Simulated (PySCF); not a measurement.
**Hg(BH4)2: other functionals and bases at one geometry**

The task here is to estimate one member of a computed series from the others.

Program: PySCF 2.14.0. Level of theory: several levels, as the steps say, no spin–orbit coupling. These are calculated values, not measurements.

1 further run of the same task is left out (for a known fault of the program).

### Where the work starts

11 atoms, charge 0, spin multiplicity 1.

Bond lengths: Hg1–B2 2.335 Å, Hg1–H6 1.834 Å, Hg1–B7 2.335 Å, Hg1–H11 1.834 Å, B2–H3 1.231 Å, B2–H4 1.225 Å, B2–H5 1.225 Å, B2–H6 1.348 Å, B7–H8 1.231 Å, B7–H9 1.225 Å, B7–H10 1.225 Å, B7–H11 1.348 Å. Angles: B2–Hg1–H6 35.2°, B2–Hg1–B7 180.0°, B2–Hg1–H11 144.8°, H6–Hg1–B7 144.8°, H6–Hg1–H11 180.0°, B7–Hg1–H11 35.2°, Hg1–B2–H3 130.8°, Hg1–B2–H4 89.6°, Hg1–B2–H5 90.2°, Hg1–B2–H6 51.7°, H3–B2–H4 112.3°, H3–B2–H5 112.7°, H3–B2–H6 79.1°, H4–B2–H5 119.4°, H4–B2–H6 113.3°, H5–B2–H6 113.1°, Hg1–H6–B2 93.1°, Hg1–B7–H8 130.8° and more.

Geometry (Å):

```xyz
11
B2H8Hg
Hg    0.00000    0.00000    0.00000
B     0.00821    0.26169    2.32032
H     0.11087   -0.56924    3.22336
H     1.00219    0.97255    2.22817
H    -1.10425    0.77259    2.27114
H     0.09940   -0.87847    1.60733
B    -0.00821   -0.26169   -2.32032
H    -0.11087    0.56924   -3.22336
H     1.10425   -0.77259   -2.27114
H    -1.00219   -0.97255   -2.22817
H    -0.09940    0.87847   -1.60733
```

Formal oxidation states: Hg +2. An earlier session relaxed this geometry at BP86, Hg def2-SVP with ECP60, B def2-SVP, H def2-SVP (singlet, point group C2h).

At BP86 on the finer grid: E = -208.000343 Eh, HOMO -7.82 eV, LUMO -2.58 eV, Mulliken charge on Hg1 +0.35 e, largest force component 0.010 eV/Å. 

Levels to run: M06-L; HF; revPBE; CAM-B3LYP; BP86, TZVP; BP86, x2c-SVP. Hardware: 2 threads of Intel Xeon Platinum 8259CL at 2.50GHz (Skylake/Cascade Lake), shared host.

Set-up of the first run:

The input, run.py (the lines that set the calculation):

```python
mol = gto.M(atom='''
Hg     0.00000     0.00000     0.00000
B      0.00821     0.26169     2.32032
H      0.11087    -0.56924     3.22336
H      1.00219     0.97255     2.22817
H     -1.10425     0.77259     2.27114
H      0.09940    -0.87847     1.60733
B     -0.00821    -0.26169    -2.32032
H     -0.11087     0.56924    -3.22336
H      1.10425    -0.77259    -2.27114
H     -1.00219    -0.97255    -2.22817
H     -0.09940     0.87847    -1.60733''',
    basis={'Hg': 'def2-SVP', 'B': 'def2-SVP', 'H': 'def2-SVP'},
    ecp={'Hg': 'def2-SVP'},
    charge=0, spin=0)
mf = dft.RKS(mol, xc='M06L')
mf.grids.atom_grid = (75, 302)
mf = mf.density_fit()  # fitting sets: Hg def2-universal-JKFIT, B def2-universal-JKFIT, H def2-universal-JKFIT
mf.conv_tol = 1e-08; mf.max_cycle = 55
mf.kernel(dm0)  # dm0: the density of the relaxed state
```

Launch:

```sh
OMP_NUM_THREADS=2 python run.py
```

Among the steps run: M06-L; HF; revPBE; CAM-B3LYP; BP86, TZVP; BP86, x2c-SVP.

One table of the session follows, with a row left open; its other results are not shown here.

| level | HOMO (eV) | gap (eV) | charge on Hg1 (e) | largest force component (eV/Å) |
| --- | --- | --- | --- | --- |
| BP86 (relaxed here) | -7.82 | 5.24 | 0.35 | 0.01 |
| M06-L | -7.84 | 5.63 | 0.63 | 0.30 |
| HF | ? | ? | ? | ? |
| revPBE | -7.67 | 5.28 | 0.36 | 0.04 |
| CAM-B3LYP | -10.08 | 9.47 | 0.40 | 0.31 |
| BP86, TZVP | -7.92 | 5.33 | 0.44 | 0.26 |
| BP86, x2c-SVP | -7.84 | 5.24 | -0.10 | 0.06 |

Q: Estimate the row for HF from the others.

As computed: HOMO (eV): -11.55; gap (eV): 13.22; charge on Hg1 (e): 0.69; largest force component (eV/Å): 1.27. In the column «HOMO (eV)» it is the lowest.

In one basis the HOMO–LUMO gap runs from 5.24 eV (BP86) to 13.22 eV (HF). The largest leftover force, 1.27 eV/Å with HF, stands at a geometry relaxed at another level. Total energies of different levels can't be compared.
